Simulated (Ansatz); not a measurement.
# CH6OSSi2: a ladder of functionals and wavefunction methods

The task here is to estimate one member of a computed series from the others.

Computed with Ansatz 0.2.0, Gaussian basis. Level: functionals in def2-TZVPP, the program's frozen cores in correlated methods.

The runs, in order: PBE-D4, r2SCAN-D4, PBE0-D4, B3LYP-D4, ωB97X-V, ωB97M-V, B2PLYP; CCSD(T)/def2-TZVPP; MP2/def2-QZVPP; extrapolation to the limit.

## The relaxed structure

The geometry comes from an earlier relaxation with PBE0-D4 in a triple-zeta def2 set; it is a stationary point, not always the lowest conformer.

SMILES `O[SiH]1[SiH2]CS1`, 11 atoms, charge 0, spin multiplicity 1.

Atoms are counted from 1 here; the program's logs count them from 0.

Bond lengths: O1–Si2 1.644 Å, O1–H6 0.960 Å, Si2–Si3 2.328 Å, Si2–S5 2.158 Å, Si2–H7 1.483 Å, Si3–C4 1.901 Å, Si3–H8 1.491 Å, Si3–H9 1.490 Å, C4–S5 1.839 Å, C4–H10 1.091 Å, C4–H11 1.090 Å. Angles: Si2–O1–H6 116.3°, O1–Si2–Si3 122.4°, O1–Si2–S5 114.8°, O1–Si2–H7 103.0°, Si3–Si2–S5 80.0°, Si3–Si2–H7 121.3°, S5–Si2–H7 114.6°, Si2–Si3–C4 84.4°, Si2–Si3–H8 111.4°, Si2–Si3–H9 125.0°, C4–Si3–H8 109.9°, C4–Si3–H9 115.7°, H8–Si3–H9 108.2°, Si3–C4–S5 101.1°, Si3–C4–H10 114.7°, Si3–C4–H11 113.3°, S5–C4–H10 109.3°, S5–C4–H11 109.5° and more.

Set-up of the first run:

The input, in.yaml:

```yaml
crystal:
  periodic: [false, false, false]
  atoms:
    - {symbol: O, position_ang: [-1.860392, 1.333819, 1.383954]}
    - {symbol: Si, position_ang: [-0.326173, 0.890026, 0.994587]}
    - {symbol: Si, position_ang: [0.181674, -1.210286, 0.129115]}
    - {symbol: C, position_ang: [1.002161, -0.228108, -1.276986]}
    - {symbol: S, position_ang: [0.298352, 1.447050, -0.994676]}
    - {symbol: H, position_ang: [-2.545087, 1.095195, 0.755434]}
    - {symbol: H, position_ang: [0.481308, 1.488789, 2.084681]}
    - {symbol: H, position_ang: [-1.039673, -1.898670, -0.377332]}
    - {symbol: H, position_ang: [1.045083, -2.224606, 0.797885]}
    - {symbol: H, position_ang: [0.739474, -0.564754, -2.280549]}
    - {symbol: H, position_ang: [2.088574, -0.185356, -1.195513]}
basis:
  gaussian: {orbitals: def2-TZVPP}
hamiltonian: {xc: pbe, dispersion: d4}
output: {forces: true, orbitals: {seedname: orbitals}}
```

Command:

```console
$ ansatz run in.yaml --threads 4 --pin off --events-out ev --progress --plain --max-ram 10444MiB
```

Among the steps run: PBE-D4 (GGA); r2SCAN-D4 (meta-GGA); PBE0-D4 (hybrid); B3LYP-D4 (hybrid); ωB97X-V (range-separated); ωB97M-V (range-separated); B2PLYP (double hybrid); CCSD(T) in def2-TZVPP; MP2 in def2-QZVPP.

One table of the session follows, with a row left open; its other results are not shown here.

It belongs to the step «Atomisation energies». 

```
            method  atomisation energy (eV)
            PBE-D4                   40.337
         r2SCAN-D4                        ?
           PBE0-D4                   39.791
          B3LYP-D4                   39.651
           ωB97X-V                   40.175
           ωB97M-V                   40.029
            B2PLYP                   39.199
     HF/def2-TZVPP                   28.771
    MP2/def2-TZVPP                   39.307
   CCSD/def2-TZVPP                   38.081
CCSD(T)/def2-TZVPP                   38.722
           MP2/CBS                   40.558
       CCSD(T)/CBS                   39.974
```

Q: Estimate the row for r2SCAN-D4 from the others.

**Answer.** atomisation energy (eV): 40.019. In the column «atomisation energy (eV)» it lies between CCSD(T)/CBS (39.974) and ωB97M-V (40.029).
